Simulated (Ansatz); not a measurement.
**CH6BNSi: inputs that go wrong**

3 inputs were typed for CH6BNSi. Each is run as it stands; the log then has to tell whether the result can be used.

The runs use Ansatz 0.2.0, Gaussian basis; the settings change from run to run.

**1. The molecule**

An earlier PBE0-D4 in a triple-zeta def2 set relaxation fixed the geometry.

10 atoms, charge 0, spin multiplicity 1.

Atoms are counted from 1 here; the program's logs count them from 0.

Bond lengths: N1–B2 1.375 Å, N1–H5 1.006 Å, N1–H6 1.008 Å, B2–C3 1.561 Å, B2–Si4 1.945 Å, C3–Si4 1.905 Å, C3–H7 1.090 Å, C3–H8 1.090 Å, Si4–H9 1.484 Å, Si4–H10 1.484 Å. Angles: B2–N1–H5 123.0°, B2–N1–H6 123.0°, H5–N1–H6 114.1°, N1–B2–C3 139.1°, N1–B2–Si4 156.1°, C3–B2–Si4 64.8°, B2–C3–Si4 67.4°, B2–C3–H7 118.6°, B2–C3–H8 118.2°, Si4–C3–H7 118.0°, Si4–C3–H8 117.3°, H7–C3–H8 111.2°, B2–Si4–C3 47.8°, B2–Si4–H9 123.1°, B2–Si4–H10 123.3°, C3–Si4–H9 116.4°, C3–Si4–H10 116.3°, H9–Si4–H10 112.3°.

**2. Input 1**

The input, in.yaml:

```yaml
crystal:
  periodic: [false, false, false]
  atoms:
    - {symbol: N, position_ang: [-1.320202, 0.490046, -0.966881]}
    - {symbol: B, position_ang: [-0.427538, 0.215858, -0.346804]}
    - {symbol: C, position_ang: [0.497054, -0.965042, 0.370802]}
    - {symbol: Si, position_ang: [1.213369, 0.541640, 0.782482]}
    - {symbol: H, position_ang: [-1.731334, 1.392460, -1.262167]}
    - {symbol: H, position_ang: [-2.075614, -0.262845, -1.412814]}
    - {symbol: H, position_ang: [-0.098670, -1.530926, 1.112303]}
    - {symbol: H, position_ang: [1.021059, -1.782615, -0.309123]}
    - {symbol: H, position_ang: [0.951178, 0.978243, 2.248543]}
    - {symbol: H, position_ang: [2.505880, 0.943206, 0.238585]}
basis:
  gaussian: {orbitals: "6-31G*"}
magnetization: {spin_polarized: true, initial_magnetization: 1}
hamiltonian: {xc: {name: wPBEh}}
accuracy: high
```

The run is started by

```sh
$ ansatz run in.yaml --threads 2 --pin off --events-out ev --progress --plain --max-ram 4352MiB
```

Output:

```text
Error: a molecule whose nuclei and cores have a total charge of 38 cannot have a net charge of 0 together with 1 unpaired electrons
```

Wall time 0.05 s (2 threads of Arm Neoverse V1, shared host).

Diagnosis: The program refused the input. The number of unpaired electrons doesn't fit the electron count. Its coordinates are also moved off the relaxed structure. Fix: make charge and initial_magnetization agree: an even electron count takes an even number of unpaired electrons.

**3. Input 2**

The input, in.yaml:

```yaml
crystal:
  periodic: [false, false, false]
  atoms:
    - {symbol: N, position_ang: [-1.521884, 0.446515, -1.056729]}
    - {symbol: B, position_ang: [-0.407216, 0.188571, -0.293785]}
    - {symbol: C, position_ang: [0.369171, -1.035232, 0.285615]}
    - {symbol: Si, position_ang: [1.165292, 0.628333, 0.762317]}
    - {symbol: H, position_ang: [-1.817649, 1.377577, -1.296058]}
    - {symbol: H, position_ang: [-2.114783, -0.280890, -1.425631]}
    - {symbol: H, position_ang: [-0.099469, -1.623728, 1.074504]}
    - {symbol: H, position_ang: [0.918473, -1.672131, -0.408293]}
    - {symbol: H, position_ang: [1.098517, 1.003819, 2.196088]}
    - {symbol: H, position_ang: [2.492747, 0.916065, 0.165070]}
basis:
  gaussian: {orbitals: aug-pcseg-2}
total_charge: 1
magnetization: {spin_polarized: true, initial_magnetization: 2}
hamiltonian: {xc: {name: r2SCAN0}, dispersion: d4}
output: {forces: true}
```

Same command.

Output:

```text
Error: a molecule whose nuclei and cores have a total charge of 38 cannot have a net charge of 1 together with 2 unpaired electrons
```

Wall time 0.05 s (2 threads of Arm Neoverse V1, shared host).

What is wrong: Refused before any calculation. The number of unpaired electrons doesn't fit the electron count. Cure: make charge and initial_magnetization agree: an even electron count takes an even number of unpaired electrons.

**4. Input 3**

The input, in.yaml:

```yaml
crystal:
  periodic: [false, false, false]
  atoms:
    - {symbol: N, position_ang: [-3.215028, 0.825259, -2.323884]}
    - {symbol: B, position_ang: [-0.867813, 0.394390, -0.715488]}
    - {symbol: C, position_ang: [0.903308, -2.256683, 0.629180]}
    - {symbol: Si, position_ang: [2.526113, 1.367874, 1.692505]}
    - {symbol: H, position_ang: [-4.013985, 3.029750, -2.848827]}
    - {symbol: H, position_ang: [-4.558511, -0.705474, -3.036944]}
    - {symbol: H, position_ang: [-0.282679, -3.540881, 2.409713]}
    - {symbol: H, position_ang: [2.060429, -3.684614, -0.813183]}
    - {symbol: H, position_ang: [2.438615, 2.327000, 4.775145]}
    - {symbol: H, position_ang: [5.445978, 2.055903, 0.400508]}
basis:
  gaussian: {orbitals: def2-SVP}
hamiltonian: {xc: {name: wB97X}}
scf: {lower_state_search: off}
output: {forces: true}
```

Same command.

Output:

```text
Functional definition: wB97X
  name "wB97X"
  cite "Chai & Head-Gordon, J. Chem. Phys. 128, 084106 (2008) doi:10.1063/1.2834918"
  cite "Becke, J. Chem. Phys. 107, 8554 (1997) doi:10.1063/1.475007"
  parameter omega = 0.3/bohr
  parameter cx = 0.157706
  parameter cx1 = 0.726479
  parameter cx2 = 1.04760
  parameter cx3 = -5.70635
  parameter cx4 = 13.2794
  parameter css1 = -4.33879
  parameter css2 = 18.2308
  parameter css3 = -31.7430
  parameter css4 = 17.2901
  parameter cos1 = 2.37031
  parameter cos2 = -11.3995
  parameter cos3 = 6.58405
  parameter cos4 = -3.78132
  # The coefficients of nought are those of the uniform gas.
  exchange = spin_sum(e_x_unif_sr(omega)*poly(b97_u_x, 1 - cx, cx1, cx2, cx3, cx4)) + cx*exact_x_sr(omega)
      + exact_x_lr(omega)
  correlation = spin_sum(e_c_pw_same_spin*poly(b97_u_same, 1, css1, css2, css3, css4))
      + integral(e_c_pw_opposite_spin*poly(b97_u_opposite, 1, cos1, cos2, cos3, cos4))
these checks for a lower state are left out or cut short: stability, starts, cluster_reference, orbital_swaps, neighbouring_geometries, increment
910 factors; integrals over basis functions are off by at most 6.8e-4 eV
298 factors; integrals over basis functions are off by at most 2.7e-5 eV
mean field evaluation 1: about -11102.4368 eV, gradient 7.4e1 eV
mean field evaluation 2: about -10815.2016 eV, gradient 2.2e2 eV
mean field evaluation 4: about -11125.0687 eV, gradient 2.7e1 eV
mean field evaluation 8: about -11127.7116 eV, gradient 1.3e0 eV
mean field evaluation 16: about -11127.7471 eV, gradient 1.8e-1 eV
mean field -11127.75522227 eV, -408.9374617550 hartree, gradient 2.0e-6 eV, S^2 0.000000; 0 other end points of the search recorded, 0 dependent functions left out
the calculation of the forces begins
reference -11127.75516502 eV, -408.9374596510 hartree; 19, 19 occupied and 71, 71 virtual orbitals, 910 factors
Total energy: -11127.75516502 eV, -408.9374596510 hartree
Atom 0 at    -3.215028     0.825259    -2.323884 Å, force    -0.452940    -0.318706    -1.107163 eV/Å
Atom 1 at    -0.867813     0.394390    -0.715488 Å, force    -1.903618     0.284906    -0.944616 eV/Å
Atom 2 at     0.903308    -2.256683     0.629180 Å, force     0.170995    -2.822935    -0.022352 eV/Å
Atom 3 at     2.526113     1.367874     1.692505 Å, force     1.485653     0.875618     0.989537 eV/Å
Atom 4 at    -4.013985     3.029750    -2.848827 Å, force     0.644579    -2.390143     0.782666 eV/Å
Atom 5 at    -4.558511    -0.705474    -3.036944 Å, force     1.811166     2.370527     1.347583 eV/Å
Atom 6 at    -0.282679    -3.540881     2.409713 Å, force     1.349616     1.230962    -1.984434 eV/Å
Atom 7 at     2.060429    -3.684614    -0.813183 Å, force    -1.552281     1.703444     1.979981 eV/Å
Atom 8 at     2.438615     2.327000     4.775145 Å, force     0.115560    -0.555785    -1.846633 eV/Å
Atom 9 at     5.445978     2.055903     0.400508 Å, force    -1.668730    -0.377889     0.805432 eV/Å
Dipole moment:     0.478597    -0.625824     0.313198 e Å
Checks for a lower state left out: stability, starts, cluster_reference, orbital_swaps, neighbouring_geometries, increment
```

It took 3.1 s on 2 threads of Arm Neoverse V1, shared host.

What is wrong: It ended without an error, which proves nothing about the input. The geometry is stretched to more than twice its size. The shortest distance is 2.16 Å (N1–H6), against 1.01 Å in the relaxed molecule. Its coordinates are also moved off the relaxed structure. Its energy is no property of the relaxed molecule. Cure: use the relaxed coordinates.

**5. How the tries ended**

| input | level | ended | cause | time |
| --- | --- | --- | --- | --- |
| 1 | wPBEh/6-31G* | refused | the number of unpaired electrons doesn't fit the electron count | 0.05 s |
| 2 | r2SCAN0/aug-pcseg-2 | refused | the number of unpaired electrons doesn't fit the electron count | 0.05 s |
| 3 | wB97X/def2-SVP | converged | the geometry is stretched to more than twice its size | 3.1 s |

**Reading.** 2 refused, 1 converged. A refusal costs next to no computing time. The dangerous case is the input that converges on a wrong geometry, charge, spin, basis or grid: often only a look at the input shows it.
